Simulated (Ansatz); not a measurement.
**C₄H₃N₃OSi: vertical ionisation energy**

How much energy removes an electron from C₄H₃N₃OSi at fixed geometry? The cation is run at each level and the neutral's energy taken from earlier runs.

Method: unrestricted cation, the program's frozen cores in correlated methods; program: Ansatz 0.2.0, Gaussian basis.

The runs, in order: UKS PBE-D4/def2-TZVPP; UKS r2SCAN-D4/def2-TZVPP; UKS PBE0-D4/def2-TZVPP; UKS B3LYP-D4/def2-TZVPP; UKS wB97X-V/def2-TZVPP; UKS wB97M-V/def2-TZVPP; UKS B2PLYP/def2-TZVPP; UHF-CCSD(T)/def2-TZVPP; UHF-MP2/def2-QZVPP; extrapolation to the limit; then −ε(HOMO) from the neutral's earlier runs with LDA (SPW92), PBE-D4, revPBE-D4, BLYP-D4, r2SCAN-D4, B97M-V, PBE0-D4, B3LYP-D4, r2SCANh-D4, r2SCAN0-D4, HSE06-D4, BHLYP-D4, CAM-B3LYP-D4, LC-ωPBE, ωB97X-V, ωB97M-V.

## 1. The geometry

All runs share one geometry, relaxed beforehand with PBE0-D4 in a triple-zeta def2 set.

SMILES `CO[Si](C#N)(C#N)C#N`, 12 atoms, charge 0, spin multiplicity 1.

Atoms are counted from 1 here; the program's logs count them from 0.

Bond lengths: C1–O2 1.424 Å, C1–H10 1.092 Å, C1–H11 1.092 Å, C1–H12 1.088 Å, O2–Si3 1.598 Å, Si3–C4 1.835 Å, Si3–C6 1.825 Å, Si3–C8 1.835 Å, C4–N5 1.151 Å, C6–N7 1.151 Å, C8–N9 1.151 Å. Angles: O2–C1–H10 110.6°, O2–C1–H11 110.6°, O2–C1–H12 107.2°, H10–C1–H11 109.7°, H10–C1–H12 109.3°, H11–C1–H12 109.3°, C1–O2–Si3 127.5°, O2–Si3–C4 112.2°, O2–Si3–C6 108.2°, O2–Si3–C8 112.2°, C4–Si3–C6 108.9°, C4–Si3–C8 106.3°, C6–Si3–C8 108.9°, Si3–C4–N5 177.1°, Si3–C6–N7 179.1°, Si3–C8–N9 177.2°.

## 2. Cation, UKS PBE-D4/def2-TZVPP

Contents of in.yaml:

```yaml
crystal:
  periodic: [false, false, false]
  atoms:
    - {symbol: C, position_ang: [1.144843, -1.486237, -0.696669]}
    - {symbol: O, position_ang: [1.085895, -0.183680, -0.124105]}
    - {symbol: Si, position_ang: [-0.220552, 0.636524, 0.293568]}
    - {symbol: C, position_ang: [-1.339774, 0.932389, -1.130614]}
    - {symbol: N, position_ang: [-2.015312, 1.075476, -2.051764]}
    - {symbol: C, position_ang: [0.308627, 2.245953, 0.973356]}
    - {symbol: N, position_ang: [0.624553, 3.264892, 1.404552]}
    - {symbol: C, position_ang: [-1.218206, -0.243170, 1.558209]}
    - {symbol: N, position_ang: [-1.816968, -0.843242, 2.337145]}
    - {symbol: H, position_ang: [0.699653, -2.222654, -0.023663]}
    - {symbol: H, position_ang: [0.628211, -1.506924, -1.659005]}
    - {symbol: H, position_ang: [2.196031, -1.724627, -0.846910]}
basis:
  gaussian: {orbitals: def2-TZVPP}
total_charge: 1
magnetization: {spin_polarized: true, initial_magnetization: 1}
hamiltonian: {xc: pbe, dispersion: d4}
```

The runs that follow: Cation, UKS r2SCAN-D4/def2-TZVPP; Cation, UKS PBE0-D4/def2-TZVPP; Cation, UKS B3LYP-D4/def2-TZVPP; Cation, UKS wB97X-V/def2-TZVPP; Cation, UKS wB97M-V/def2-TZVPP; Cation, UKS B2PLYP (frozen core)/def2-TZVPP; Cation, UHF-CCSD(T)/def2-TZVPP; Cation, UHF-MP2/def2-QZVPP.

Q: Predict the results of all the runs planned. Wanted: ionisation energy, CCSD(T)/CBS; nearest functional by difference; nearest −ε(HOMO); −ε(HOMO) of PBE; T1 of the cation.

**Answer**, as computed:

| quantity | value |
| --- | --- |
| ionisation energy, CCSD(T)/CBS | 12.78 eV |
| nearest functional by difference | ωB97X-V (-0.25 eV) |
| nearest −ε(HOMO) | ωB97X-V (-0.10 eV) |
| −ε(HOMO) of PBE | 8.54 eV |
| T1 of the cation | 0.027 |

By cation minus neutral, the functionals miss by 1.37 eV at most. −ε(HOMO) of PBE misses by 4.2 eV, since self-interaction lifts the level. Among orbital estimates ωB97X-V comes nearest. Hartree-Fock falls 1.20 eV short, as the neutral has more correlation energy than the cation.
